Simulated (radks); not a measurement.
**Ionisation energy and size from Ni⁺ to Kr⁺**

The task here is to estimate one member of a computed series from the others.

Program: radks (a radial shooting solver on a logarithmic mesh, Libxc functionals) version 1. Level of theory: scalar-relativistic Kohn-Sham, LDA (Slater exchange, Perdew-Wang correlation), spin-polarised, spherical densities, point nucleus; open shells are filled with parallel spins first. These are calculated values, not measurements, unless marked.

## The atom as given

- species: Ni⁺, Cu⁺, Zn⁺, Ga⁺, Ge⁺, As⁺, Se⁺, Br⁺, Kr⁺
- runs: 18, each species and its next ion

Set-up of the first run:

The run's settings:

```text
Z 28
configuration [Ar] 3d9
relativity scalar-relativistic
functional lda,pw
spin polarised
nucleus point
c 137.035999084
```

Among the steps run: Ni⁺, [Ar] 3d9; Ni²⁺, [Ar] 3d8; Cu⁺, [Ar] 3d10; Cu²⁺, [Ar] 3d9; Zn⁺, [Ar] 3d10 4s1; Zn²⁺, [Ar] 3d10; Ga⁺, [Ar] 3d10 4s2; Ga²⁺, [Ar] 3d10 4s1; Ge⁺, [Ar] 3d10 4s2 4p1; Ge²⁺, [Ar] 3d10 4s2; As⁺, [Ar] 3d10 4s2 4p2; As²⁺, [Ar] 3d10 4s2 4p1; Se⁺, [Ar] 3d10 4s2 4p3; Se²⁺, [Ar] 3d10 4s2 4p2; Br⁺, [Ar] 3d10 4s2 4p4; Br²⁺, [Ar] 3d10 4s2 4p3; Kr⁺, [Ar] 3d10 4s2 4p5; Kr²⁺, [Ar] 3d10 4s2 4p4.

One of the session's tables, all rows but one given; the rest of the session is left out.

| species | Δ-SCF (eV) | −ε(HOMO) (eV) | its <r> (bohr) |
| --- | --- | --- | --- |
| Ni⁺ | 19.942 | 12.839 | 1.08 |
| Cu⁺ | 21.439 | 14.007 | 1.01 |
| Zn⁺ | 19.029 | 14.783 | 2.37 |
| Ga⁺ | 21.170 | 16.654 | 2.20 |
| Ge⁺ | 15.909 | 11.812 | 2.52 |
| As⁺ | 18.692 | 14.150 | 2.29 |
| Se⁺ | ? | ? | ? |
| Br⁺ | 21.685 | 16.757 | 1.97 |
| Kr⁺ | 24.664 | 19.299 | 1.83 |

Q: Estimate the row for Se⁺ from the others.

As computed: Δ-SCF (eV): 21.367; −ε(HOMO) (eV): 16.434; its <r> (bohr): 2.10. In the column «Δ-SCF (eV)» it lies between Ga⁺ (21.170) and Cu⁺ (21.439).

Open shells are spherical and high-spin; term and fine-structure splittings are not resolved.
